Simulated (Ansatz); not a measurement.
# RuRh: strong compression

One table from this session's results is given with a row withheld; the runs are named, their logs left out.

Method: DFT PBEsol, with the methods named in each step, in Ansatz 0.2.0.

**The system as given**

Symmetry: P-6m2, No. 187, hexagonal system. The conventional cell has a = 2.709 Å, b = 2.709 Å, c = 4.298 Å, α = 90.00°, β = 90.00°, γ = 120.00°. Around Ru (site symmetry -6m2) lie 6 Rh at 2.66 Å and 6 Ru at 2.71 Å. Rh (site symmetry -6m2) is surrounded by 6 Ru at 2.66 Å and 6 Rh at 2.71 Å.

Coordinates:

```
Ru Rh
1.0
     2.70942    0.00000    0.00000
    -1.35471    2.34642    0.00000
     0.00000    0.00000    4.29837
Ru Rh
1 1
Direct
  0.00000 0.00000 0.50000
  0.66667 0.33333 0.00000
```

Whether this phase is the stable one at these pressures isn't tested.

Atoms are numbered in the order of the input: Ru1, Rh2.

The first run:

input.yaml

```yaml
crystal:
  lattice:
    - [2.7094150211, 0.0, 0.0]
    - [-1.3547075106, 2.3464222377, 0.0]
    - [0.0, 0.0, 4.2983681]
  atoms:
    - { symbol: Ru, position: [0.0, 0.0, 0.5] }
    - { symbol: Rh, position: [0.6666666667, 0.3333333333, 0.0] }
kpoints:
  mp_grid: { grid: [15, 15, 9] }
  band_path:
    path:
      - [0.0, 0.0, 0.0]
      - [0.5, 0.0, 0.0]
      - [0.3333333333, 0.3333333333, 0.0]
      - [0.0, 0.0, 0.0]
      - [0.0, 0.0, 0.5]
      - [0.5, 0.0, 0.5]
      - [0.3333333333, 0.3333333333, 0.5]
      - [0.0, 0.0, 0.5]
      - [0.5, 0.0, 0.5]
    npoints: 14
scf:
  occupations: { method: fermi_dirac, width: 0.05 }
hamiltonian:
  xc: pbesol
  pseudopotentials: { kind: all_electron, lapw: { basis_error: 0.001 } }
output:
  forces: true
  stress: true
  eigenvalues: true
  populations: true
```

Started as:

```
$ ansatz run input.yaml --threads 1 --pin off --max-ram 2048MiB --backend cpu --events-out ev --progress --plain --runs-dir out
```

Steps of the session up to this table: The reference volume, LAPW; Volume scaled by 1, crystal datasets; Volume scaled by 0.7, LAPW; Volume scaled by 0.6, LAPW; Volume scaled by 0.4, LAPW; Volume scaled by 0.4, crystal datasets.

One table of the session follows, with a row left open; its other results are not shown here.

| method | volume over the first | volume (Å³/atom) | pressure (GPa) |
| --- | --- | --- | --- |
| LAPW | 1 | 13.663 | -5.67 |
| LAPW | 0.7 | 9.564 | 244.59 |
| LAPW | 0.6 | ? | ? |
| LAPW | 0.4 | 5.465 | 2194.67 |
| PAW | 1 | 13.663 | -5.65 |
| PAW | 0.7 | 9.564 | 244.51 |
| PAW | 0.6 | 8.198 | 504.29 |
| PAW | 0.4 | 5.465 | 2184.87 |
| crystal datasets | 1 | 13.663 | -5.67 |
| crystal datasets | 0.4 | 5.465 | 2194.67 |

Q: Estimate the row for LAPW, 0.6 from the others.

The run gave: volume (Å³/atom): 8.198; pressure (GPa): 504.79.

Caveats from the session: Rows by PAW come from runs of the same series that aren't printed here. Warnings in the runs' records: gradients without spin orbit, crystal datasets made.
